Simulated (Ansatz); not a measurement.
# C2H3AlO: how energies converge with the basis set

How large a basis does C2H3AlO need? Two functionals are run in growing sets.

Program: Ansatz 0.2.0, Gaussian basis. Level of theory: one geometry, several basis sets. These are calculated values, not measurements.

Levels to be run: PBE0-D4/def2-SVP; ωB97M-V/def2-SVP; PBE0-D4/def2-QZVPP; ωB97M-V/def2-QZVPP; the functionals' def2-TZVPP values are taken from earlier runs.

### Step 1. The relaxed structure

An earlier PBE0-D4 in a triple-zeta def2 set relaxation fixed the geometry.

SMILES `C#[C][AlH][OH]`, 7 atoms, charge 0, spin multiplicity 1.

Atoms are counted from 1 here; the program's logs count them from 0.

Bond lengths: C1–C2 1.211 Å, C1–H5 1.067 Å, C2–Al3 1.906 Å, Al3–O4 1.691 Å, Al3–H6 1.569 Å, O4–H7 0.956 Å. Angles: C2–C1–H5 179.9°, C1–C2–Al3 179.4°, C2–Al3–O4 119.4°, C2–Al3–H6 122.9°, O4–Al3–H6 117.7°, Al3–O4–H7 123.2°.

### Step 2. PBE0-D4 in def2-SVP

Contents of in.yaml:

```yaml
crystal:
  periodic: [false, false, false]
  atoms:
    - {symbol: C, position_ang: [-1.812274, -1.066091, -0.321116]}
    - {symbol: C, position_ang: [-0.872745, -0.372754, -0.001850]}
    - {symbol: Al, position_ang: [0.596201, 0.726636, 0.515228]}
    - {symbol: O, position_ang: [2.071513, 0.578010, -0.296890]}
    - {symbol: H, position_ang: [-2.641308, -1.676301, -0.601266]}
    - {symbol: H, position_ang: [0.505174, 1.779893, 1.674323]}
    - {symbol: H, position_ang: [2.214639, -0.037495, -1.014128]}
basis:
  gaussian: {orbitals: def2-SVP}
hamiltonian: {xc: pbe0, dispersion: d4}
output: {orbitals: {seedname: orbitals}}
```

Started as:

```
> ansatz run in.yaml --threads 2 --pin off --events-out ev --progress --plain --max-ram 4352MiB
```

After this run come: ωB97M-V in def2-SVP; PBE0-D4 in def2-QZVPP; ωB97M-V in def2-QZVPP.

Before running them: what should the planned runs give, taken together? Wanted: PBE0-D4: double and triple zeta above quadruple; ωB97M-V: double and triple zeta above quadruple.

**Answer**, as computed:

| quantity | value |
| --- | --- |
| PBE0-D4: double and triple zeta above quadruple | 7.84, 0.45 eV |
| ωB97M-V: double and triple zeta above quadruple | 7.96, 0.42 eV |

**Reading.** For PBE0-D4 the step from double to triple zeta gains 7.38 eV and the next only 0.45 eV. These are total energies; as a rule much of such shifts cancels in differences, which this series doesn't test.
